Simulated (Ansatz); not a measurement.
# AlGeH₅ (singlet): density functionals in cc-pVTZ

An exercise on one series of results from a longer session: the logs are not shown, and one member is left open.

Program: Ansatz 0.2.0, Gaussian basis. Level of theory: cc-pVTZ, all electrons in the functionals, frozen cores in the correlation of double hybrids and RPA. These are calculated values, not measurements.

The runs, in order: PBE, r2SCAN, PBE0, B3LYP, wB97M-V, B2PLYP, PBE-QIDH, RPA-PBE.

## What is computed

The geometry is a PBE0/def2-TZVP stationary point (not a proven minimum). No spin-orbit coupling is included. The filled d shell of Ge may be among the frozen orbitals whatever the setting's name suggests.

7 atoms, charge 0, spin multiplicity 1.

Atoms are counted from 1 here; the program's logs count them from 0.

Bond lengths: Ge1–Al2 2.479 Å, Ge1–H3 1.541 Å, Ge1–H4 1.543 Å, Ge1–H5 1.543 Å, Al2–H6 1.588 Å, Al2–H7 1.588 Å. Angles: Al2–Ge1–H3 113.9°, Al2–Ge1–H4 111.3°, Al2–Ge1–H5 111.3°, H3–Ge1–H4 106.9°, H3–Ge1–H5 106.9°, H4–Ge1–H5 106.0°, Ge1–Al2–H6 121.3°, Ge1–Al2–H7 119.4°, H6–Al2–H7 119.3°.

No dispersion term is added; wB97M-V holds VV10 nonlocal correlation. B3LYP takes the VWN-RPA correlation.

The first run:

File in.yaml:

```yaml
crystal:
  periodic: [false, false, false]
  atoms:
    - {symbol: Ge, position_ang: [0.000000, 0.000899, 0.685381]}
    - {symbol: Al, position_ang: [0.000000, 0.001025, -1.793332]}
    - {symbol: H, position_ang: [0.000000, 1.409025, 1.310315]}
    - {symbol: H, position_ang: [1.232737, -0.738751, 1.246452]}
    - {symbol: H, position_ang: [-1.232737, -0.738751, 1.246452]}
    - {symbol: H, position_ang: [0.000000, 1.358175, -2.617361]}
    - {symbol: H, position_ang: [0.000000, -1.381914, -2.574090]}
basis:
  gaussian: {orbitals: cc-pVTZ}
hamiltonian: {xc: {name: PBE}}
output: {orbitals: {seedname: orbitals}}
```

The run is started by

```bash
$ ansatz run in.yaml --threads 2 --pin off --events-out ev --progress --plain --max-ram 16896MiB --backend cuda --devices 0, --max-vram 18GiB
```

Among the steps run: PBE (restricted); r2SCAN (restricted); PBE0 (restricted); B3LYP (restricted); wB97M-V (restricted); B2PLYP (restricted); PBE-QIDH (restricted); RPA-PBE.

One of the session's tables, all rows but one given; the rest of the session is left out.

| method | atomisation energy (kJ/mol) |
| --- | --- |
| PBE | 1625.0 |
| r2SCAN | 1680.0 |
| PBE0 | 1633.2 |
| B3LYP | 1655.1 |
| wB97M-V | 1666.7 |
| B2PLYP | 1642.4 |
| PBE-QIDH | 1641.8 |
| RPA-PBE | ? |
| RCCSDT(Q) | 1638.4 |

Q: Estimate the row for RPA-PBE from the others.

As computed: atomisation energy (kJ/mol): 1576.5. In the column «atomisation energy (kJ/mol)» it is the lowest.
